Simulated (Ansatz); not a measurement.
I need a check of forces and pressure against finite differences of LiPb (distorted cell). Use Ansatz's Python interface. Level of theory (first run): PBEsol, PAW, cutoff 540 eV, 6×6×6 k-points, Fermi-Dirac smearing of 0.05 eV.

```yaml
crystal:
  lattice:
    - [3.54278, 0.00996, -0.00181]
    - [0.00996, 3.34261, -0.03443]
    - [-0.00181, -0.03443, 3.55940]
  atoms:
    - { symbol: Li, position: [0.49701, 0.50617, 0.49420] }
    - { symbol: Pb, position: [0.00963, 0.00611, 0.99618] }
```

`fdcheck.py`:
```python
import ansatz as az
import numpy as np

vectors0 = np.array([
    [3.54278, 0.00996, -0.00181],
    [0.00996, 3.34261, -0.03443],
    [-0.00181, -0.03443, 3.5594],
])
sites = [
    ("Li", (0.49701, 0.50617, 0.4942)),
    ("Pb", (0.00963, 0.00611, 0.99618)),
]


def build(cell):
    crystal = az.Crystal(lattice=az.Lattice.of(cell))
    for symbol, position in sites:
        crystal = crystal.atom(symbol, position)
    return crystal


def main() -> None:
    def solve(crystal):
        return (
            crystal.calculation()
            .functional(az.Functional.PBESOL)
            .occupations("Fermi-Dirac", width=0.05)
            .basis(540, xc_grid=2)
            .kpoints(6, 6, 6)
            .scf(tolerance=1e-09)
            .forces()
            .stress()
            .run(threads=1)
        ).report


    centre = solve(build(vectors0))
    start = build(vectors0)
    print(f"force on atom 0 along y: analytic {centre['forces_ev_ang'][0][1]:.4f} eV/A")
    for h in (0.005, 0.02):
        shift = np.eye(3)[1] * h @ np.linalg.inv(vectors0)
        plus, minus = (solve(start.move(0, to=np.array(sites[0][1]) + sign * shift))["lagrangian_ev"] for sign in (1, -1))
        print(f"  step {h} A: numerical {-(plus - minus) / (2 * h):.4f} eV/A")
    volume = abs(np.linalg.det(vectors0))
    larger, smaller = (solve(build(vectors0 * (1 + sign * 0.005) ** (1 / 3)))["lagrangian_ev"] for sign in (1, -1))
    numerical = -(larger - smaller) / (0.01 * volume) * 160.21766
    print(f"pressure: analytic {np.trace(centre['stress_gpa']) / 3:.3f}, numerical {numerical:.3f} GPa")


if __name__ == "__main__":
    main()
```

```console
$ python fdcheck.py
DeckWarning: output.stress: scf.convergence.dr2_threshold = 1e-9 eV is looser than the 2e-10 eV advised for a printed stress (1e-10 eV for each atom of the cell: 2). What an SCF threshold leaves in a stress goes as its square root, and in the free energy as the threshold itself, and one threshold admits the most on a [...]
force on atom 0 along y: analytic -0.0011 eV/A
  step 0.005 A: numerical -0.0011 eV/A
  step 0.02 A: numerical -0.0011 eV/A
pressure: analytic 1.129, numerical 1.130 GPa
```
(Warnings from the package without file and line, shortened.)

For a metal this k-point mesh is coarse: on a finer one energies can move by several to tens of meV an atom and pressures by half a GPa or more, differences at one mesh by less. Pressure is positive in compression. Spin-orbit coupling, which matters for elements this heavy, is left out. The cell is a database structure, distorted on purpose. The central difference errs as the square of the step, so the shorter step is the fairer test; what remains comes from the finite grid and the SCF threshold. Hardware and time: 120 s on 1 thread of Arm Neoverse N1, on a shared host, peak memory 0.47 GiB.
